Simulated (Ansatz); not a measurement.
# ClH2ISeSi: the cost of one run

Program: Ansatz 0.2.0. Level of theory: RKS CAM-B3LYP/def2-SVP. These are calculated values, not measurements.

## Step 1: Starting point

Bond lengths: Cl1–Si2 2.151 Å, Si2–Se3 2.274 Å, Si2–I4 2.393 Å, Si2–H5 1.484 Å, Se3–H6 1.568 Å. Angles: Cl1–Si2–Se3 109.9°, Cl1–Si2–I4 110.7°, Cl1–Si2–H5 108.4°, Se3–Si2–I4 109.2°, Se3–Si2–H5 110.2°, I4–Si2–H5 108.4°, Si2–Se3–H6 90.3°.

As a file:

```xyz
6

Cl    0.5447   -2.1247    0.2320
Si   -0.1259   -0.1854   -0.4146
Se   -0.2227    1.2323    1.3607
I    -2.2910   -0.3319   -1.4229
H     0.8292    0.3275   -1.4282
H     1.3078    1.0181    1.6269
```

## Step 2: Relaxing end A

File input.yaml:

```yaml
crystal:
  periodic: [false, false, false]
  atoms:
    - { symbol: Cl, position_ang: [0.5447, -2.1247, 0.232] }
    - { symbol: Si, position_ang: [-0.1259, -0.1854, -0.4146] }
    - { symbol: Se, position_ang: [-0.2227, 1.2323, 1.3607] }
    - { symbol: I, position_ang: [-2.291, -0.3319, -1.4229] }
    - { symbol: H, position_ang: [0.8292, 0.3275, -1.4282] }
    - { symbol: H, position_ang: [1.3078, 1.0181, 1.6269] }
basis:
  gaussian: { orbitals: def2-SVP }
hamiltonian:
  xc: cam_b3lyp
relax:
  f_tol: 0.015
  max_steps: 40
output:
  orbitals: {}
```

On the command line:

```sh
$ ansatz run input.yaml --threads 2 --pin off --max-ram 3072MiB --backend cpu --events-out ev --progress --plain --runs-dir out
```

Q: Estimate wall time and peak memory on 2 threads of Arm Neoverse V2, shared host.

About 21 s, with a peak of 0.33 GiB.
